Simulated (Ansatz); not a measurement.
# C2H6NSi radical: a ladder of functionals and wavefunction methods

One table from this session's results is given with a row withheld; the runs are named, their logs left out.

Program: Ansatz 0.2.0, Gaussian basis. Level of theory: functionals in def2-TZVPP, the program's frozen cores in correlated methods. These are calculated values, not measurements.

The runs, in order: LDA (SPW92), PBE-D4, revPBE-D4, BLYP-D4, r2SCAN-D4, B97M-V, PBE0-D4, B3LYP-D4, r2SCANh-D4, r2SCAN0-D4, HSE06-D4, BHLYP-D4, CAM-B3LYP-D4, LC-ωPBE, ωB97X-V, ωB97M-V, B2PLYP, PBE-QIDH; CCSD(T)/def2-SVP; CCSD(T)/def2-TZVPP; MP2/def2-QZVPP; extrapolation to the limit; RPA on PBE.

## The geometry

An earlier PBE0-D4 in a triple-zeta def2 set relaxation fixed the geometry.

SMILES `C=C[SiH2][NH]`, 10 atoms, charge 0, spin multiplicity 2.

Atoms are counted from 1 here; the program's logs count them from 0.

Bond lengths: C1–C2 1.330 Å, C1–H5 1.087 Å, C1–H6 1.087 Å, C2–Si3 1.852 Å, C2–H7 1.089 Å, Si3–N4 1.750 Å, Si3–H8 1.493 Å, Si3–H9 1.495 Å, N4–H10 1.022 Å. Angles: C2–C1–H5 121.6°, C2–C1–H6 122.3°, H5–C1–H6 116.0°, C1–C2–Si3 122.2°, C1–C2–H7 118.6°, Si3–C2–H7 119.2°, C2–Si3–N4 109.8°, C2–Si3–H8 108.2°, C2–Si3–H9 111.4°, N4–Si3–H8 114.4°, N4–Si3–H9 104.3°, H8–Si3–H9 108.9°, Si3–N4–H10 113.8°.

Set-up of the first run:

File in.yaml:

```yaml
crystal:
  periodic: [false, false, false]
  atoms:
    - {symbol: C, position_ang: [-0.070070, 1.804489, 0.410274]}
    - {symbol: C, position_ang: [0.624702, 0.730556, 0.045407]}
    - {symbol: Si, position_ang: [-0.195927, -0.853583, -0.452112]}
    - {symbol: N, position_ang: [0.468496, -2.181290, 0.474628]}
    - {symbol: H, position_ang: [-1.156450, 1.796558, 0.443508]}
    - {symbol: H, position_ang: [0.408723, 2.738131, 0.692463]}
    - {symbol: H, position_ang: [1.711687, 0.790378, 0.036556]}
    - {symbol: H, position_ang: [-1.671356, -0.679242, -0.307312]}
    - {symbol: H, position_ang: [0.112233, -1.203608, -1.872152]}
    - {symbol: H, position_ang: [-0.148938, -2.993590, 0.531640]}
basis:
  gaussian: {orbitals: def2-TZVPP}
magnetization: {spin_polarized: true, initial_magnetization: 1}
hamiltonian: {xc: lda}
output: {orbitals: {seedname: orbitals}}
```

Launch:

```sh
$ ansatz run in.yaml --threads 4 --pin off --events-out ev --progress --plain --max-ram 10444MiB
```

Steps of the session up to this table: LDA; PBE-D4 (GGA); revPBE-D4 (GGA); BLYP-D4 (GGA); r2SCAN-D4 (meta-GGA); B97M-V (meta-GGA); B3LYP-D4 (hybrid); r2SCANh-D4 (hybrid); r2SCAN0-D4 (hybrid); HSE06-D4 (hybrid); BHLYP-D4 (hybrid); CAM-B3LYP-D4 (range-separated); LC-ωPBE (range-separated); ωB97X-V (range-separated); ωB97M-V (range-separated); B2PLYP (double hybrid); PBE-QIDH (double hybrid).

One of the session's tables, all rows but one given; the rest of the session is left out.

It belongs to the step «Orbital energies across the functionals». 

| functional | HOMO (eV) | LUMO (eV) | gap (eV) |
| --- | --- | --- | --- |
| LDA (SPW92) | -6.41 | -5.25 | 1.16 |
| PBE-D4 | -6.39 | -4.71 | 1.68 |
| revPBE-D4 | -6.35 | -4.56 | 1.78 |
| BLYP-D4 | -6.28 | -4.68 | 1.60 |
| r2SCAN-D4 | -6.72 | -4.06 | 2.67 |
| B97M-V | -6.85 | -4.21 | 2.65 |
| PBE0-D4 | -7.86 | -3.21 | 4.65 |
| B3LYP-D4 | -7.62 | -3.70 | 3.93 |
| r2SCANh-D4 | -7.26 | -3.54 | 3.73 |
| r2SCAN0-D4 | -8.07 | -2.77 | 5.31 |
| HSE06-D4 | -7.45 | -3.61 | 3.84 |
| BHLYP-D4 | ? | ? | ? |
| CAM-B3LYP-D4 | -9.30 | -2.12 | 7.19 |
| LC-ωPBE | -10.73 | -0.61 | 10.12 |
| ωB97X-V | -10.34 | -1.06 | 9.27 |
| ωB97M-V | -10.20 | -1.18 | 9.03 |

Estimate the missing values for BHLYP-D4.

Worked estimate for «HOMO (eV)». Against the share of exact exchange, BLYP-D4 (0, -6.28), B3LYP-D4 (0.2, -7.62) give a slope of -6.70 per unit share; at 0.5 the line stands at -9.63.

As computed: HOMO (eV): -9.04; LUMO (eV): -1.79; gap (eV): 7.25. In «HOMO (eV)» the line misses by -0.59.
